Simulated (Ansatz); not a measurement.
# ScV: the cost of one run

Computed with Ansatz 0.2.0 (DFT PBEsol, scalar-relativistic, plane waves, PAW, unless a step's input says otherwise).

**1. Starting point**

It takes space group P-6m2 (No. 187, hexagonal). The conventional cell has a = 2.905 Å, b = 2.905 Å, c = 4.806 Å, α = 90.00°, β = 90.00°, γ = 120.00°. Around Sc (site symmetry -6m2) lie 6 Sc at 2.90 Å and 6 V at 2.93 Å. Around V (site symmetry -6m2) lie 6 V at 2.90 Å and 6 Sc at 2.93 Å.

Coordinates:

```cif
data_structure
_symmetry_space_group_name_H-M 'P-6m2'
_symmetry_Int_Tables_number 187
_cell_length_a 2.9045
_cell_length_b 2.9045
_cell_length_c 4.8056
_cell_angle_alpha 90.000
_cell_angle_beta 90.000
_cell_angle_gamma 120.000
_cell_volume 35.11
loop_
_atom_site_label
_atom_site_type_symbol
_atom_site_symmetry_multiplicity
_atom_site_Wyckoff_symbol
_atom_site_fract_x
_atom_site_fract_y
_atom_site_fract_z
_atom_site_occupancy
Sc1 Sc 1 a 0.00000 0.00000 0.00000 1
V1 V 1 d 0.33333 0.66667 0.50000 1
```

It was made, by the change told below, from a structure of the Materials Project.

**2. One element swapped, cell strained: Nb → V, first probe**

The structure above already holds this change against its source: V takes all sites of Nb, and lengths are scaled by 0.980 as a first guess of the size; strain xx, yy, zz, yz, xz, xy = -3.3, -3.3, -3.3, +0.0, +0.0, +0.0 %.

input.yaml reads:

```yaml
crystal:
  lattice:
    - [2.9045162597, 0.0, 0.0]
    - [-1.4522581299, 2.5153848666, 0.0]
    - [0.0, 0.0, 4.8056030673]
  atoms:
    - { symbol: Sc, position: [0.0, 0.0, 0.0] }
    - { symbol: V, position: [0.33333333, 0.66666667, 0.5], spin: 2.0 }
basis:
  ecutwfc: 420
kpoints:
  mp_grid: { grid: [9, 9, 4] }
hamiltonian:
  xc: pbesol
scf:
  occupations: { method: gaussian, width: 0.1 }
  lower_state_search: "off"
output:
  forces: true
  stress: true
  eigenvalues: true
  populations: true
magnetization:
  spin_polarized: true
```

Launch:

```
ansatz run input.yaml --threads 1 --pin off --max-ram 1331MiB --backend cpu --events-out ev --progress --plain --runs-dir out
```

**Question.** How long does this run take on 1 thread of an x86-64 CPU, shared host, and how much memory does it need?

About 22 s, with a peak of 0.35 GiB.
